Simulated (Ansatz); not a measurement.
# KO2S: the cost of one run

Method: RKS PBE-D4/def2-SVP; program: Ansatz 0.2.0, Gaussian basis.

Levels: PBE-D4, revPBE-D4, BLYP-D4, r2SCAN-D4, B97M-V, PBE0-D4, B3LYP-D4, HSE06-D4, wB97X-V, wB97M-V, B2PLYP, Hartree-Fock, MP2, CCSD, CCSD(T). The reference is CCSD(T) extrapolated to the basis limit. For elements past Ar these valence bases correlate outer-core shells poorly and lack relativity, so that limit is rough.

Correlated methods freeze the cores. The outer core shell of Li, Na, Mg and K is correlated. B3LYP uses VWN-RPA correlation. B2PLYP carries no dispersion term here.

163 further runs of the same task are left out: 163 set aside as unsound or not needed.

**1. Starting geometry**

The pair, from a GFN2-xTB docking trial: 4 atoms, charge 1, spin multiplicity 1.

Atoms are counted from 1 here; the program's logs count them from 0.

Bond lengths: K1–O2 2.423 Å, K1–S3 2.908 Å, K1–O4 2.405 Å, O2–S3 1.431 Å, S3–O4 1.431 Å. Angles: O2–K1–S3 29.4°, O2–K1–O4 58.7°, S3–K1–O4 29.3°, K1–O2–S3 94.4°, K1–S3–O2 56.2°, K1–S3–O4 55.5°, O2–S3–O4 111.6°, K1–O4–S3 95.2°.

Geometry (Å):

```xyz
4

K    -0.12150    0.42730   -1.72270
O    -0.67370    0.83890    0.60040
S     0.08140   -0.27320    1.09250
O     0.71380   -0.99290    0.02980
```

Atoms 1 to 1 are fragment A (K+), the rest fragment B (SO2).

**2. A first relaxation in a small basis**

pre/in.yaml

```yaml
crystal:
  periodic: [false, false, false]
  atoms:
    - {symbol: K, position_ang: [-0.121500, 0.427300, -1.722700]}
    - {symbol: O, position_ang: [-0.673700, 0.838900, 0.600400]}
    - {symbol: S, position_ang: [0.081400, -0.273200, 1.092500]}
    - {symbol: O, position_ang: [0.713800, -0.992900, 0.029800]}
basis:
  gaussian: {orbitals: def2-SVP}
total_charge: 1
hamiltonian: {xc: pbe, dispersion: d4}
relax: {f_tol: 0.03, max_steps: 250}
```

On the command line:

```sh
> ansatz run in.yaml --threads 2 --pin off --events-out ev --progress --plain --max-ram 5222MiB
```

**Question.** How long does this run take on 2 threads of Intel Xeon 6975P-C, shared host?

About 6 s.
